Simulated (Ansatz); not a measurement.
# C₁₁H₁₃FOTi: how energies converge with the basis set

Aim: see how fast density functionals converge with the basis set for C₁₁H₁₃FOTi.

The runs use Ansatz 0.2.0, Gaussian basis; one geometry, several basis sets.

Levels to be run: PBE0-D4/def2-SVP; ωB97M-V/def2-SVP; PBE0-D4/def2-QZVPP; ωB97M-V/def2-QZVPP; the functionals' def2-TZVPP values are taken from earlier runs.

### Step 1. Structure used throughout

The geometry comes from an earlier relaxation with PBE0-D4 in a triple-zeta def2 set; it is a stationary point, not always the lowest conformer.

SMILES `C[O][Ti]12345678([F])([C@H]9[C@@H]1[C@@H]2[C@@H]3[C@H]94)[C@H]1[C@@H]5[C@@H]6[C@@H]7[C@H]18`, 27 atoms, charge 0, spin multiplicity 1.

Atoms are counted from 1 here; the program's logs count them from 0.

Bond lengths: C1–O2 1.389 Å, C1–H15 1.100 Å, C1–H16 1.098 Å, C1–H17 1.096 Å, O2–Ti3 1.847 Å, Ti3–F4 1.831 Å, Ti3–C5 2.416 Å, Ti3–C6 2.419 Å, Ti3–C7 2.409 Å, Ti3–C8 2.389 Å, Ti3–C9 2.415 Å, Ti3–C10 2.424 Å, Ti3–C11 2.398 Å, Ti3–C12 2.404 Å, Ti3–C13 2.402 Å, Ti3–C14 2.422 Å, C5–C6 1.412 Å, C5–C9 1.404 Å and more. Angles: O2–C1–H15 112.3°, O2–C1–H16 111.3°, O2–C1–H17 109.3°, H15–C1–H16 107.8°, H15–C1–H17 107.7°, H16–C1–H17 108.2°, C1–O2–Ti3 129.0°, O2–Ti3–F4 95.8°, O2–Ti3–C5 92.0°, O2–Ti3–C6 125.8°, O2–Ti3–C7 136.6°, O2–Ti3–C8 105.0°, O2–Ti3–C9 80.6°, O2–Ti3–C10 107.2°, O2–Ti3–C11 134.0°, O2–Ti3–C12 115.4°, O2–Ti3–C13 82.6°, O2–Ti3–C14 78.1° and more.

Geometry (Å):

```xyz
27
charge 0, multiplicity 1
C    -2.30241   -1.27036    1.28131
O    -0.94671   -1.20910    0.98398
Ti   -0.07399   -0.14650   -0.24898
F    -1.19285   -0.52675   -1.64791
C    -1.62437    1.67405    0.09394
C    -0.76429    2.06181   -0.95631
C     0.53171    2.17762   -0.43983
C     0.48197    1.84981    0.93902
C    -0.85562    1.56533    1.26396
C     1.26740   -1.61396   -1.63617
C     1.94664   -0.38437   -1.51832
C     2.32680   -0.23024   -0.16691
C     1.84997   -1.34239    0.54835
C     1.20245   -2.20159   -0.36685
H    -2.63878   -0.40898    1.87613
H    -2.90997   -1.30594    0.36771
H    -2.50522   -2.17644    1.86391
H    -2.67481    1.44812   -0.00408
H    -1.04753    2.17272   -1.99147
H     1.41534    2.44999   -0.99585
H     1.31315    1.84331    1.62682
H    -1.21054    1.25089    2.23323
H     0.79330   -1.98707   -2.53009
H     2.13805    0.31293   -2.32000
H     2.87856    0.60001    0.24448
H     1.92953   -1.49763    1.61357
H     0.67224   -3.10531   -0.11365
```

### Step 2. PBE0-D4 in def2-SVP

Contents of in.yaml:

```yaml
crystal:
  periodic: [false, false, false]
  atoms:
    - {symbol: C, position_ang: [-2.302408, -1.270360, 1.281306]}
    - {symbol: O, position_ang: [-0.946710, -1.209104, 0.983981]}
    - {symbol: Ti, position_ang: [-0.073992, -0.146496, -0.248984]}
    - {symbol: F, position_ang: [-1.192846, -0.526747, -1.647911]}
    - {symbol: C, position_ang: [-1.624370, 1.674054, 0.093944]}
    - {symbol: C, position_ang: [-0.764294, 2.061814, -0.956309]}
    - {symbol: C, position_ang: [0.531709, 2.177621, -0.439830]}
    - {symbol: C, position_ang: [0.481975, 1.849813, 0.939020]}
    - {symbol: C, position_ang: [-0.855618, 1.565331, 1.263960]}
    - {symbol: C, position_ang: [1.267397, -1.613959, -1.636174]}
    - {symbol: C, position_ang: [1.946637, -0.384365, -1.518320]}
    - {symbol: C, position_ang: [2.326801, -0.230236, -0.166907]}
    - {symbol: C, position_ang: [1.849968, -1.342388, 0.548353]}
    - {symbol: C, position_ang: [1.202450, -2.201592, -0.366851]}
    - {symbol: H, position_ang: [-2.638782, -0.408977, 1.876129]}
    - {symbol: H, position_ang: [-2.909972, -1.305944, 0.367705]}
    - {symbol: H, position_ang: [-2.505221, -2.176444, 1.863910]}
    - {symbol: H, position_ang: [-2.674813, 1.448121, -0.004081]}
    - {symbol: H, position_ang: [-1.047529, 2.172719, -1.991468]}
    - {symbol: H, position_ang: [1.415342, 2.449991, -0.995848]}
    - {symbol: H, position_ang: [1.313152, 1.843310, 1.626820]}
    - {symbol: H, position_ang: [-1.210541, 1.250893, 2.233232]}
    - {symbol: H, position_ang: [0.793298, -1.987070, -2.530088]}
    - {symbol: H, position_ang: [2.138047, 0.312933, -2.320003]}
    - {symbol: H, position_ang: [2.878559, 0.600005, 0.244484]}
    - {symbol: H, position_ang: [1.929533, -1.497630, 1.613572]}
    - {symbol: H, position_ang: [0.672236, -3.105312, -0.113653]}
basis:
  gaussian: {orbitals: def2-SVP}
hamiltonian: {xc: pbe0, dispersion: d4}
output: {orbitals: {seedname: orbitals}}
```

The run is started by

```console
$ ansatz run in.yaml --threads 10 --pin off --events-out ev --progress --plain --max-ram 110592MiB --backend cuda --devices 0, --max-vram 75GiB
```

After this run come: ωB97M-V in def2-SVP; PBE0-D4 in def2-QZVPP; ωB97M-V in def2-QZVPP.

Q: Predict the results of all the runs planned. Wanted: PBE0-D4: double and triple zeta above quadruple; ωB97M-V: double and triple zeta above quadruple.

As calculated:

| quantity | value |
| --- | --- |
| PBE0-D4: double and triple zeta above quadruple | 22.45, 1.28 eV |
| ωB97M-V: double and triple zeta above quadruple | 23.08, 1.19 eV |

**Reading.** PBE0-D4 gains 21.18 eV from double to triple zeta, then 1.28 eV more. Total energies overstate the basis error of differences, where much of it tends to cancel.
